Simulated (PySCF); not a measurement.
# CH6ClGaSi: the cost of one run

The runs use PySCF 2.14.0, with density-fitted response routines of our own; the level of theory stands in each step. All values are computed, except where a source is named. Atoms count from 0, in the outputs and in this text.

1 further run of the same task is left out (for a known fault of the program). Runs told in other sessions of the task aren't counted.

## (1) The starting structure

10 atoms, charge 0, multiplicity 1; geometry from: GFN2-xTB. The atoms were then displaced at random by about 0.01 Å, so the start is not that level's minimum.

Bonds of the start (Å): Cl0–Si1 2.21, Si1–C2 1.87, C2–Ga3 2.12, Si1–H4 1.45, Si1–H5 1.46, C2–H6 1.09, C2–H7 1.10, Ga3–H8 1.57, Ga3–H9 1.53.

## (2) Optimising the geometry at PBE0-D3(BJ)/def2-SVP

What the job is given:

```
{"job": {"xc": "PBE0", "basis": "def2-SVP", "d3": "d3bj", "grid": 1, "shake": 0.01, "kind": "geom"}, "charge": 0, "multiplicity": 1}
Cl    -0.264730    -1.972160     0.228220
Si    -1.384350    -0.146520    -0.330470
C      0.031530     1.059790    -0.165550
Ga     1.473790    -0.377770     0.417650
H     -2.445310    -0.159420     0.663610
H     -1.866730    -0.509800    -1.658870
H     -0.142130     1.839760     0.583120
H      0.288840     1.580120    -1.102400
H      1.855130    -0.464860     1.940820
H      2.504400    -0.870070    -0.597180
```

The run is started by

```
$ OMP_NUM_THREADS=1 python probes_run.py task.json out
```

The driver reads the jobs from task.json and runs them one after another.

**Question.** How long does this first job take on 1 thread of Arm Neoverse V1, shared host, and how much memory does it need?

About 44 s, with a peak of 0.47 GiB.
